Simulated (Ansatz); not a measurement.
Predict the output of the script below (the Ansatz DFT code, driven from Python).

Script `run_energy.py`:
```python
'''Single point of CH3AlBF.'''

from pathlib import Path

import ansatz as az

ch3albf = (
    az.Crystal.molecule()
    .atom('F', [-0.6707, -2.5909, 1.5175])
    .atom('Al', [-0.3057, -1.0744, 0.5588])
    .atom('B', [0.0591, 0.12, -1.1929])
    .atom('C', [0.2275, 0.737, 0.3099])
    .atom('H', [0.1938, 0.2386, -2.3666])
    .atom('H', [-0.6497, 1.4821, 0.5075])
    .atom('H', [1.207, 1.0197, 0.6201])
)

setup = ch3albf.calculation()
setup = setup.basis(gaussian='def2-SVP')
setup = setup.correlation('rpa').orbitals()
print(setup.to_yaml())
done = setup.run(threads=1, runs_dir='out')
report = done.report

print('reference energy %16.6f eV' % report['reference_energy_ev'])
print('total energy     %16.6f eV' % report['free_energy_ev'])
print('occupied (up, down):', report['n_occupied'], ' virtual:', report['n_virtual'], ' frozen:', report['n_frozen'])

parts = report['correlation']
for name in ('random_phase', 'coupled_cluster', 'perturbative'):
    if name in parts:
        print(f'{name:16s} {parts[name]["energy"]["hartree"]:12.7f} Ha')
if 'second_order' in parts:
    pair = parts['second_order']
    print(f'MP2 same spin {pair["same_spin"]["hartree"]:.7f} Ha, opposite spin {pair["opposite_spin"]["hartree"]:.7f} Ha')

lines = Path(report['orbitals_path']).read_text().splitlines()
field_of = lambda key: [line.split('=')[1].strip() for line in lines if line.startswith(key)]
orbitals = [(27.211386 * float(e), s, float(n)) for e, s, n in zip(field_of('Ene='), field_of('Spin='), field_of('Occup='))]
homo = max(e for e, _, n in orbitals if n > 0.5)
lumo = min(e for e, _, n in orbitals if n < 0.5)
print(f'HOMO {homo:.3f} eV, LUMO {lumo:.3f} eV, gap {lumo - homo:.3f} eV')
```

```console
$ python run_energy.py
crystal:
  periodic: [false, false, false]
  atoms:
    - { symbol: F, position_ang: [-0.6707, -2.5909, 1.5175] }
    - { symbol: Al, position_ang: [-0.3057, -1.0744, 0.5588] }
    - { symbol: B, position_ang: [0.0591, 0.12, -1.1929] }
    - { symbol: C, position_ang: [0.2275, 0.737, 0.3099] }
    - { symbol: H, position_ang: [0.1938, 0.2386, -2.3666] }
    - { symbol: H, position_ang: [-0.6497, 1.4821, 0.5075] }
    - { symbol: H, position_ang: [1.207, 1.0197, 0.6201] }
basis:
  gaussian:
    orbitals: def2-SVP
correlation:
  method: rpa
output:
  orbitals: {}

reference energy    -11031.085398 eV
total energy        -11045.506224 eV
occupied (up, down): [10, 10]  virtual: [57, 57]  frozen: 8
random_phase       -0.5299556 Ha
HOMO -7.612 eV, LUMO 0.829 eV, gap 8.441 eV
```

Total energies depend on the basis set; only differences at equal settings carry meaning. The geometry is a force-field or estimated start, not a minimum of this method, and the basis set is short of its limit. Levels such as HOMO and LUMO are orbital energies: in Hartree-Fock the gap is too wide and the LUMO hangs on the basis. Inner cores stay frozen, so this is valence correlation. Timing: 3.3 s on 1 thread of Intel(R) Xeon(R) Platinum 8259CL CPU @ 2.50GHz (Skylake/Cascade Lake), on a shared host, peak memory 0.19 GiB.

(A comment or docstring line of the script was reworded after the run, the code is as it ran; lines on the test bed's own set-up are left out of the output.)
